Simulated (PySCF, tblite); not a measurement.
# C4H11NSSi: geometry, infrared bands and NMR shifts

Wanted: the infrared bands and NMR shifts of C4H11NSSi (`C/C=C\[Si@H](S)NC`), by calculation.

Programs: tblite 0.8.0 and PySCF 2.14.0, with density-fitted response routines of our own. Each step states its level of theory. These are calculated values for one molecule in the gas phase, unless marked as measured. Atoms are numbered from 0 throughout.

## Step 1: The starting structure

18 atoms, charge 0, multiplicity 1; geometry from: force field or distance geometry start.

Bonds of the start (Å): C0–C1 1.49, C1–C2 1.34, C2–Si3 1.84, Si3–S4 2.14, Si3–N5 1.70, N5–C6 1.45, C0–H7 1.09, C0–H8 1.09, C0–H9 1.10, C1–H10 1.10, C2–H11 1.09, Si3–H12 1.46, S4–H13 1.34, N5–H14 1.01, C6–H15 1.08, C6–H16 1.09, C6–H17 1.10.

## Step 2: Optimising the geometry with GFN2-xTB

Job settings and geometry (Å):

```
{"job": {"kind": "relax", "xc": "GFN2-xTB", "basis": "xTB"}, "charge": 0, "multiplicity": 1}
C      2.110100    -0.429200    -1.050200
C      1.730700    -0.994600     0.274700
C      0.795700    -0.585400     1.142600
Si    -0.396200     0.806800     1.001500
S     -1.167900     1.243700     2.947400
N     -1.748500     0.307200     0.101100
C     -1.725600     0.012200    -1.321700
H      1.964100    -1.178500    -1.822500
H      3.161700    -0.138800    -1.046200
H      1.508600     0.451500    -1.317600
H      2.328400    -1.865000     0.579000
H      0.670700    -1.132900     2.072300
H      0.181800     2.008100     0.399300
H     -2.028700     2.176200     2.518200
H     -2.180100    -0.460500     0.598800
H     -1.355500     0.858000    -1.890700
H     -2.743900    -0.196100    -1.657700
H     -1.114200    -0.876400    -1.539900
```

Command:

```bash
> OMP_NUM_THREADS=1 python probes_run.py task.json out
```

This one command runs all jobs of the session in turn.

**Question.** This job is followed by: GFN2-xTB harmonic vibrations, gas phase; GIAO PBE0/pcSseg-1 NMR shielding, non-relativistic, gas phase. What will the session give for the following? strongest single infrared mode (GFN2-xTB); zero-point energy (GFN2-xTB); 13C shifts against TMS (PBE0/pcSseg-1); 1H shifts against TMS (PBE0/pcSseg-1, means over atoms taken as alike); 29Si shifts against TMS (PBE0/pcSseg-1); 33S shifts against CS2 (PBE0/pcSseg-1); 15N shifts against NH3 (PBE0/pcSseg-1).

**Answer**, as computed:

| quantity | value |
| --- | --- |
| strongest single infrared mode (GFN2-xTB) | 2238 cm⁻¹, 241 km/mol |
| zero-point energy (GFN2-xTB) | 88.1 kcal/mol |
| 13C shifts against TMS (PBE0/pcSseg-1) | 154.9, 132.4, 31.7, 24.7 ppm |
| 1H shifts against TMS (PBE0/pcSseg-1, means over atoms taken as alike) | 6.81, 5.72, 5.70, 2.82, 2.05, 0.32, 0.29 ppm |
| 29Si shifts against TMS (PBE0/pcSseg-1) | -21.0 ppm |
| 33S shifts against CS2 (PBE0/pcSseg-1) | -229 ppm |
| 15N shifts against NH3 (PBE0/pcSseg-1) | 38.5 ppm |

Relaxing lowered the energy by 0.215 eV in 76 steps; the close pair that moved most is C2–Si3, from 1.838 to 1.882 Å. All 48 modes are real, so the xTB geometry is a minimum. The strongest single mode, at 2238 cm⁻¹, moves mainly H12. Unscaled tight-binding wavenumbers are off by several per cent, some by more. Its intensities can rank the bands wrongly.
